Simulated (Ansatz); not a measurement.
# YSi2Ir2: the cost of one run

Method: DFT PBEsol, scalar-relativistic, plane waves, PAW, in Ansatz 0.2.0.

**1. The system as given**

The structure is tetragonal, space group P4/nmm (No. 129). The conventional cell has a = 4.072 Å, b = 4.072 Å, c = 9.720 Å, α = 90.00°, β = 90.00°, γ = 90.00°. Y (site symmetry 4mm) is surrounded by 8 Si at 3.10 to 3.16 Å and 8 Ir at 3.11 to 3.19 Å. Around Si (site symmetry -4m2) lie 4 Ir at 2.38 Å and 4 Y at 3.16 Å. Si (site symmetry 4mm) has 5 Ir at 2.34 to 2.41 Å and 4 Y at 3.10 Å as nearest neighbours. Around Ir (site symmetry -4m2) lie 4 Si at 2.41 Å. Ir (site symmetry 4mm) is surrounded by 5 Si at 2.34 to 2.38 Å.

As a file:

```cif
data_structure
_symmetry_space_group_name_H-M 'P 1'
_symmetry_Int_Tables_number 1
_cell_length_a 4.0720
_cell_length_b 4.0720
_cell_length_c 9.7200
_cell_angle_alpha 90.000
_cell_angle_beta 90.000
_cell_angle_gamma 90.000
_cell_volume 161.17
loop_
_atom_site_label
_atom_site_type_symbol
_atom_site_fract_x
_atom_site_fract_y
_atom_site_fract_z
_atom_site_occupancy
Y1 Y 0.50000 0.00000 0.25200 1
Y2 Y 0.00000 0.50000 0.74800 1
Si1 Si 0.00000 0.00000 0.50000 1
Si2 Si 0.50000 0.50000 0.50000 1
Si3 Si 0.50000 0.00000 0.86700 1
Si4 Si 0.00000 0.50000 0.13300 1
Ir1 Ir 0.00000 0.00000 0.00000 1
Ir2 Ir 0.50000 0.50000 0.00000 1
Ir3 Ir 0.50000 0.00000 0.62600 1
Ir4 Ir 0.00000 0.50000 0.37400 1
```

The structure rests on an entry of the Crystallography Open Database; cell or positions may have been set otherwise for this series.

**2. Relaxing cell and atoms: YSi2Ir2, no spin**

input.yaml reads:

```yaml
crystal:
  lattice:
    - [4.072, 0.0, 0.0]
    - [0.0, 4.072, 0.0]
    - [0.0, 0.0, 9.72]
  atoms:
    - { symbol: "Y", position: [0.5, 0.0, 0.252] }
    - { symbol: "Y", position: [0.0, 0.5, 0.748] }
    - { symbol: Si, position: [0.0, 0.0, 0.5] }
    - { symbol: Si, position: [0.5, 0.5, 0.5] }
    - { symbol: Si, position: [0.5, 0.0, 0.867] }
    - { symbol: Si, position: [0.0, 0.5, 0.133] }
    - { symbol: Ir, position: [0.0, 0.0, 0.0] }
    - { symbol: Ir, position: [0.5, 0.5, 0.0] }
    - { symbol: Ir, position: [0.5, 0.0, 0.626] }
    - { symbol: Ir, position: [0.0, 0.5, 0.374] }
scf:
  occupations: { method: fermi_dirac, width: 0.1 }
output:
  forces: true
  stress: true
  eigenvalues: true
  write_density: true
  write_potential: true
  elf: true
  volumetric_format: npy
hamiltonian:
  xc: pbesol
relax:
  f_tol: 0.001
  max_steps: 60
  cell: { stress_tol: 0.01 }
kpoints:
  mp_grid: { grid: [12, 12, 6] }
```

Started as:

```console
$ ansatz run input.yaml --threads 8 --pin off --max-ram 24576MiB --backend cpu --events-out ev --progress --plain --runs-dir out
```

**Question.** How long does this run take on 8 threads of AMD EPYC 9R45 (Zen 5), shared host, and how much memory does it need?

About 30 s, with a peak of 1.4 GiB.
